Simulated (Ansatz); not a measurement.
Crystal: Te2Au.

```
Au Te
1.0
     3.59735   -2.20730    0.00000
     3.59735    2.20730    0.00000
    -0.00336    0.00000    5.07030
Au Te
1 2
Direct
  0.00000 0.00000 0.00000
  0.31065 0.31065 0.71167
  0.68935 0.68935 0.28833
```

```yaml
Program: Ansatz 0.2.0
Task: relaxation of cell and atoms
Functional: PBE
Potentials_or_basis: Ansatz PAW
Cutoff: "420 eV (not typed: the program's choice for these potentials)"
k_mesh: 7 × 7 × 5
Occupations: fermi-dirac, width 0.05 eV
Spin: no spin polarisation
```

At the start: volume 26.84 Å³/atom.

How do energy, volume and symmetry change on relaxing?

It ends after 11 steps and the volume is 26.78 Å³/atom (-0.2 %); space group C2/m (No. 12, to 0.05 Å).

Step by step:
| step | energy change (eV) | largest force (eV/Å) | volume (Å³) |
| --- | --- | --- | --- |
| 1 | 0.0000 | 0.2670 | 80.52 |
| 2 | -0.0285 | 0.1204 | 82.99 |
| 3 | -0.0410 | 0.0912 | 81.84 |
| 4 | -0.0475 | 0.0646 | 80.35 |
| 5 | -0.0501 | 0.0546 | 80.64 |
| 6 | -0.0504 | 0.0669 | 80.36 |
| 7 | -0.0525 | 0.0131 | 80.52 |
| 8 | -0.0526 | 0.0157 | 80.44 |
| 9 | -0.0528 | 0.0072 | 80.29 |
| 10 | -0.0528 | 0.0024 | 80.33 |
| 11 | -0.0528 | 0.0025 | 80.33 |

Final structure:
```
CELL_PARAMETERS angstrom
3.66857 -2.10519 0.02000
3.66857 2.10519 0.02000
0.02476 0.00000 5.20108
ATOMIC_POSITIONS crystal
Au 0.00000 0.00000 0.00000
Te 0.32086 0.32086 0.71025
Te 0.67914 0.67914 0.28975
```

Caveat: the plane-wave basis is chosen anew once the cell has moved, so the energies of steps on either side of that aren't comparable.
